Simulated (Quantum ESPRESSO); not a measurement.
# HfB (Fm-3m) in Quantum ESPRESSO: a series of runs

One crystal, HfB, is run at these levels: LDA, PBE; tasks: phonons.

Everything below comes from runs of Quantum ESPRESSO 7.5. Logs are shortened: lines on timing, memory, paths and dates and some standing lists are left out, and cuts for length are marked.

### 1 The crystal as given

Symmetry: Fm-3m, No. 225, cubic system. Conventional cell: a = 4.620 Å, b = 4.620 Å, c = 4.620 Å, α = 90.00°, β = 90.00°, γ = 90.00°. Around Hf (site symmetry m-3m) lie 6 B at 2.31 Å. Around B (site symmetry m-3m) lie 6 Hf at 2.31 Å.

### 2 Phonons, LDA

Contents of pw.in:

```
&CONTROL
  calculation = 'scf'
  prefix = 'pwscf'
  outdir = './tmp'
  pseudo_dir = './pseudo'
  tprnfor = .true.
  tstress = .true.
  disk_io = 'low'
/
&SYSTEM
  ibrav = 0
  nat = 2
  ntyp = 2
  ecutwfc = 45
  ecutrho = 360
  nbnd = 13
  occupations = 'smearing'
  smearing = 'mv'
  degauss = 0.01469973
/
&ELECTRONS
  conv_thr = 4d-10
  electron_maxstep = 120
  mixing_beta = 0.5
/
ATOMIC_SPECIES
Hf   178.4900 hf_lda_v1.uspp.F.UPF
B     10.8100 b_lda_v1.4.uspp.F.UPF
CELL_PARAMETERS angstrom
   0.0000000000    2.3100000000    2.3100000000
   2.3100000000    0.0000000000    2.3100000000
   2.3100000000    2.3100000000    0.0000000000
ATOMIC_POSITIONS crystal
Hf     0.5000000000    0.5000000000    0.5000000000
B      0.0000000000    0.0000000000    0.0000000000
K_POINTS automatic
10 10 10 0 0 0
```

Contents of relax.in:

```
&CONTROL
  calculation = 'vc-relax'
  prefix = 'pwscf'
  outdir = './tmp'
  pseudo_dir = './pseudo'
  tprnfor = .true.
  tstress = .true.
  disk_io = 'low'
  nstep = 40
  forc_conv_thr = 0.0001
  etot_conv_thr = 1d-06
/
&SYSTEM
  ibrav = 0
  nat = 2
  ntyp = 2
  ecutwfc = 45
  ecutrho = 360
  nbnd = 13
  occupations = 'smearing'
  smearing = 'mv'
  degauss = 0.01469973
/
&ELECTRONS
  conv_thr = 4d-10
  electron_maxstep = 120
  mixing_beta = 0.5
/
&IONS
  ion_dynamics = 'bfgs'
/
&CELL
  cell_dynamics = 'bfgs'
  press = 0
  press_conv_thr = 0.2
/
ATOMIC_SPECIES
Hf   178.4900 hf_lda_v1.uspp.F.UPF
B     10.8100 b_lda_v1.4.uspp.F.UPF
CELL_PARAMETERS angstrom
   0.0000000000    2.3100000000    2.3100000000
   2.3100000000    0.0000000000    2.3100000000
   2.3100000000    2.3100000000    0.0000000000
ATOMIC_POSITIONS crystal
Hf     0.5000000000    0.5000000000    0.5000000000
B      0.0000000000    0.0000000000    0.0000000000
K_POINTS automatic
10 10 10 0 0 0
```

Contents of scf2.in:

```
&CONTROL
  calculation = 'scf'
  prefix = 'pwscf'
  outdir = './tmp'
  pseudo_dir = './pseudo'
  tprnfor = .true.
  tstress = .true.
  disk_io = 'low'
/
&SYSTEM
  ibrav = 0
  nat = 2
  ntyp = 2
  ecutwfc = 45
  ecutrho = 360
  nbnd = 13
  occupations = 'smearing'
  smearing = 'mv'
  degauss = 0.01469973
/
&ELECTRONS
  conv_thr = 1d-13
  electron_maxstep = 120
  mixing_beta = 0.5
  startingpot = 'file'
  startingwfc = 'file'
/
ATOMIC_SPECIES
Hf   178.4900 hf_lda_v1.uspp.F.UPF
B     10.8100 b_lda_v1.4.uspp.F.UPF
CELL_PARAMETERS angstrom
   0.0000000000    2.3779803547    2.3779803547
   2.3779803547    0.0000000000    2.3779803547
   2.3779803547    2.3779803547    0.0000000000
ATOMIC_POSITIONS crystal
Hf     0.5000000000    0.5000000000    0.5000000000
B      0.0000000000    0.0000000000    0.0000000000
K_POINTS automatic
10 10 10 0 0 0
```

Contents of ph.in:

```
phonons of HfB
&INPUTPH
  prefix = 'pwscf'
  outdir = './tmp'
  tr2_ph = 1d-18
  fildyn = 'dyn'
  niter_ph = 90
  alpha_mix(1) = 0.4
/
0.0000000000 0.0000000000 0.0000000000
```

Contents of dynmat.in:

```
&INPUT
  fildyn = 'dyn'
  asr = 'crystal'
  filout = 'dynmat.disp'
  fileig = 'dynmat.eig'
/
```

Potentials or basis: GBRV 1.5 LDA.

On the command line:

```sh
OMP_NUM_THREADS=1 pw.x -in pw.in > pw.out
OMP_NUM_THREADS=1 pw.x -in relax.in > relax.out
OMP_NUM_THREADS=1 pw.x -in scf2.in > scf2.out
OMP_NUM_THREADS=1 ph.x -in ph.in > ph.out
OMP_NUM_THREADS=1 dynmat.x -in dynmat.in > dynmat.out
```

pw.out:

```text
This program is part of the open-source Quantum ESPRESSO suite
     for quantum simulation of materials; please cite
[... 9 lines left out ...]
     --------------------
     sticks:   dense  smooth     PW     G-vecs:    dense   smooth      PW
     Sum         955     475    151                19195     6855    1243

     Using Slab Decomposition

     bravais-lattice index     =            0
     lattice parameter (alat)  =       6.1734  a.u.
     unit-cell volume          =     166.3652 (a.u.)^3
     number of atoms/cell      =            2
     number of atomic types    =            2
     number of electrons       =        15.00
     number of Kohn-Sham states=           13
     kinetic-energy cutoff     =      45.0000  Ry
     charge density cutoff     =     360.0000  Ry
     scf convergence threshold =      4.0E-10
     mixing beta               =       0.5000
     number of iterations used =            8  plain     mixing
     Exchange-correlation=  SLA  PZ   NOGX NOGC
                           (   1   1   0   0   0   0   0)

     celldm(1)=   6.173420  celldm(2)=   0.000000  celldm(3)=   0.000000
     celldm(4)=   0.000000  celldm(5)=   0.000000  celldm(6)=   0.000000

     crystal axes: (cart. coord. in units of alat)
               a(1) = (   0.000000   0.707107   0.707107 )
               a(2) = (   0.707107   0.000000   0.707107 )
               a(3) = (   0.707107   0.707107   0.000000 )

     reciprocal axes: (cart. coord. in units 2 pi/alat)
               b(1) = ( -0.707107  0.707107  0.707107 )
               b(2) = (  0.707107 -0.707107  0.707107 )
               b(3) = (  0.707107  0.707107 -0.707107 )

     PseudoPot. # 1 for Hf read from file:
     hf_lda_v1.uspp.F.UPF
     Pseudo is Ultrasoft + core correction, Zval = 12.0
     Generated by new atomic code, or converted to UPF format
     Using radial grid of  921 points,  8 beta functions with:
                l(1) =   0
                l(2) =   0
                l(3) =   0
                l(4) =   1
                l(5) =   1
                l(6) =   2
                l(7) =   2
                l(8) =   3
     Q(r) pseudized with  6 coefficients,  rinner =    1.200   1.200   1.200
                                                       1.200   1.200   1.200
                                                       1.200

     PseudoPot. # 2 for B  read from file:
     b_lda_v1.4.uspp.F.UPF
     Pseudo is Ultrasoft + core correction, Zval =  3.0
     Generated by new atomic code, or converted to UPF format
     Using radial grid of  781 points,  4 beta functions with:
                l(1) =   0
                l(2) =   0
                l(3) =   1
                l(4) =   1
     Q(r) pseudized with  8 coefficients,  rinner =    1.100   1.100   1.100

     atomic species   valence    mass     pseudopotential
     Hf               12.00   178.49000     Hf( 1.00)
     B                 3.00    10.81000     B ( 1.00)

     48 Sym. Ops., with inversion, found

   Cartesian axes

     site n.     atom                  positions (alat units)
         1        Hf     tau(   1) = (   0.7071068   0.7071068   0.7071068  )
         2        B      tau(   2) = (   0.0000000   0.0000000   0.0000000  )

     number of k points=    47  Marzari-Vanderbilt smearing, width (Ry)=  0.0147
                       cart. coord. in units 2pi/alat
        k(    1) = (   0.0000000   0.0000000   0.0000000), wk =   0.0020000
        k(    2) = (   0.0707107   0.0707107  -0.0707107), wk =   0.0160000
        k(    3) = (   0.1414214   0.1414214  -0.1414214), wk =   0.0160000
        k(    4) = (   0.2121320   0.2121320  -0.2121320), wk =   0.0160000
        k(    5) = (   0.2828427   0.2828427  -0.2828427), wk =   0.0160000
        k(    6) = (  -0.3535534  -0.3535534   0.3535534), wk =   0.0080000
[... 39 lines left out ...]
        k(   46) = (  -0.0707107  -0.3535534   0.6363961), wk =   0.0480000
        k(   47) = (  -0.7071068   0.2828427   0.0000000), wk =   0.0240000

     Dense  grid:    19195 G-vectors     FFT dimensions: (  40,  40,  40)

     Smooth grid:     6855 G-vectors     FFT dimensions: (  27,  27,  27)

     Initial potential from superposition of free atoms

     starting charge      12.9998, renormalised to      15.0000

     negative rho (up, down):  1.242E-01 0.000E+00
     Starting wfcs are   17 randomized atomic wfcs

     Self-consistent Calculation

     iteration #  1     ecut=    45.00 Ry     beta= 0.50
     Davidson diagonalization with overlap
     ethr =  1.00E-02,  avg # of iterations =  2.5

     negative rho (up, down):  1.128E-01 0.000E+00

     total energy              =    -164.47307158 Ry
     estimated scf accuracy    <       2.57136327 Ry

     iteration #  2     ecut=    45.00 Ry     beta= 0.50
     Davidson diagonalization with overlap
     ethr =  1.00E-02,  avg # of iterations =  2.1
[... 69 lines left out ...]
     iteration # 10     ecut=    45.00 Ry     beta= 0.50
     Davidson diagonalization with overlap
     ethr =  1.14E-11,  avg # of iterations =  1.8

     negative rho (up, down):  1.137E-01 0.000E+00

     End of self-consistent calculation

          k = 0.0000 0.0000 0.0000 (   869 PWs)   bands (ev):

   -45.0236 -13.5663 -13.5663 -13.5663   5.2096  16.8057  16.8057  16.8057
    18.6287  18.6287  18.6287  18.8554  18.8554

          k = 0.0707 0.0707-0.0707 (   875 PWs)   bands (ev):

   -45.0192 -13.6415 -13.5740 -13.5740   5.4981  15.9267  16.4652  16.4652
    17.5555  17.5555  19.0744  20.8457  20.8457

          k = 0.1414 0.1414-0.1414 (   872 PWs)   bands (ev):
[... 131 lines left out ...]
   -44.9634 -14.2082 -13.8524 -13.8116   8.2227  13.4144  13.6182  16.4033
    17.0207  21.6238  22.4419  22.5135  24.7270

          k = 0.0000-0.5657 0.5657 (   842 PWs)   bands (ev):

   -44.9625 -14.1646 -13.9420 -13.7866   8.6388  12.9571  13.6221  15.4310
    17.3207  21.7966  22.6070  23.5908  24.6271

          k =-0.7071 0.0000 0.0000 (   846 PWs)   bands (ev):

   -44.9619 -14.2397 -13.8289 -13.8289   8.0487  13.5415  13.8354  17.0695
    17.0695  20.8815  22.4844  22.4844  23.9981

          k = 0.2828 0.1414 0.0000 (   854 PWs)   bands (ev):

   -44.9986 -13.8967 -13.6886 -13.6180   6.9377  13.4499  14.5967  15.1851
    17.2583  19.7691  20.9847  22.0562  25.4211

          k = 0.3536 0.2121-0.0707 (   852 PWs)   bands (ev):

   -44.9861 -14.0545 -13.7467 -13.6430   7.9822  12.4356  13.8964  14.4334
    18.0764  20.7432  21.5663  23.4575  26.7460

          k =-0.2828-0.4243 0.5657 (   844 PWs)   bands (ev):
[... 41 lines left out ...]
   -44.9634 -14.1494 -13.9278 -13.8002   8.7748  12.9049  13.5127  14.7389
    18.1423  21.5940  22.3980  23.1808  25.5877

          k = 0.0000-0.4243 0.5657 (   849 PWs)   bands (ev):

   -44.9640 -14.0671 -14.0357 -13.7663   9.2594  12.2046  13.4489  14.2990
    18.8659  20.7587  22.5794  23.9378  25.9503

          k =-0.7071 0.1414 0.0000 (   844 PWs)   bands (ev):

   -44.9619 -14.2016 -13.8693 -13.8307   8.3499  13.4324  13.7159  15.5126
    17.7111  21.9788  22.1712  22.4900  24.6470

          k =-0.1414-0.4243 0.7071 (   840 PWs)   bands (ev):

   -44.9659 -14.1136 -13.9442 -13.7762   9.1337  12.2892  13.4025  14.2468
    19.0747  20.8491  22.5951  23.1726  26.6250

          k =-0.0707-0.3536 0.6364 (   852 PWs)   bands (ev):

   -44.9635 -14.0806 -14.0014 -13.7988   9.2642  12.4248  13.4228  14.0028
    19.8037  20.1277  22.4025  23.5561  26.0439

          k =-0.7071 0.2828 0.0000 (   850 PWs)   bands (ev):

   -44.9620 -14.1008 -13.9738 -13.8338   8.9972  13.3512  13.4799  13.6668
    19.2482  20.9983  22.4989  22.5822  25.7612

     the Fermi energy is    14.6519 ev

!    total energy              =    -165.01297822 Ry
     estimated scf accuracy    <          9.3E-11 Ry
     smearing contrib. (-TS)   =       0.00005615 Ry
     internal energy E=F+TS    =    -165.01303436 Ry

     The total energy is F=E-TS. E is the sum of the following terms:
     one-electron contribution =     -10.03880771 Ry
     hartree contribution      =      12.84033685 Ry
     xc contribution           =     -78.47929457 Ry
     ewald contribution        =     -89.33526894 Ry

     convergence has been achieved in  10 iterations

     negative rho (up, down):  1.137E-01 0.000E+00

     Forces acting on atoms (cartesian axes, Ry/au):

     atom    1 type  1   force =     0.00000000    0.00000000    0.00000000
     atom    2 type  2   force =     0.00000000   -0.00000000    0.00000000

     Total force =     0.000000     Total SCF correction =     0.000000

     Computing stress (Cartesian axis) and pressure

     negative rho (up, down):  1.137E-01 0.000E+00
          total   stress  (Ry/bohr**3)                   (kbar)     P=      197.72
   0.00134407   0.00000000   0.00000000          197.72        0.00        0.00
  -0.00000000   0.00134407  -0.00000000           -0.00      197.72       -0.00
   0.00000000  -0.00000000   0.00134407            0.00       -0.00      197.72

=------------------------------------------------------------------------------=
   JOB DONE.
=------------------------------------------------------------------------------=
```

relax.out:

```text
This program is part of the open-source Quantum ESPRESSO suite
     for quantum simulation of materials; please cite
[... 9 lines left out ...]
     --------------------
     sticks:   dense  smooth     PW     G-vecs:    dense   smooth      PW
     Sum         955     475    151                19195     6855    1243
[... 2438 lines left out ...]
   0.00001240  -0.00000000   0.00000000            1.82       -0.00        0.00
   0.00000000   0.00001240   0.00000000            0.00        1.82        0.00
   0.00000000   0.00000000   0.00001240            0.00        0.00        1.82

=------------------------------------------------------------------------------=
   JOB DONE.
=------------------------------------------------------------------------------=
```

Run time: 3.3 min. Hardware: 1 thread of Arm Neoverse V2, shared host; peak memory 0.19 GiB.

Results:

```
Free energy                            : -2245.2507 eV
Relaxed volume                         : 13.45 Å³/atom
Relaxed cell                           : a = 3.363 Å, b = 3.363 Å, c = 3.363 Å, α = 60.00°, β = 60.00°, γ = 60.00°
Space group after relaxing (to 0.05 Å) : Fm-3m (No. 225)
Pressure after relaxing                : 0.2 GPa
Band gap on the k mesh                 : none (metal or under the smearing width)
Highest phonon frequency at Γ          : 468 cm⁻¹
```

The path:
```csv
step,energy change (eV),largest force (eV/Å),pressure (GPa),volume (Å³)
1,0.0000,0.0000,19.77,24.65
2,-0.1269,0.0000,-2.28,27.22
3,-0.1293,0.0000,-0.27,26.93
4,-0.1293,0.0000,0.00,26.89
5,-0.1293,0.0000,0.00,26.89
```

Final structure:
```yaml
crystal:
  lattice:
    - [0.00000, 2.37798, 2.37798]
    - [2.37798, 0.00000, 2.37798]
    - [2.37798, 2.37798, 0.00000]
  atoms:
    - { symbol: Hf, position: [0.50000, 0.50000, 0.50000] }
    - { symbol: B, position: [0.00000, 0.00000, 0.00000] }
```

Phonon frequencies in cm⁻¹ (negative: imaginary):
```
              q point           frequencies
(0.000, 0.000, 0.000)  -5 -5 -5 468 468 468
```

Optical modes at Γ, degenerate ones joined:
```
cm⁻¹  components  symmetry  active in
 468           3       T1u         IR
```

The run has no spin-orbit coupling, so splittings on Hf are missing.

(Part 1 of 2 ends here.)
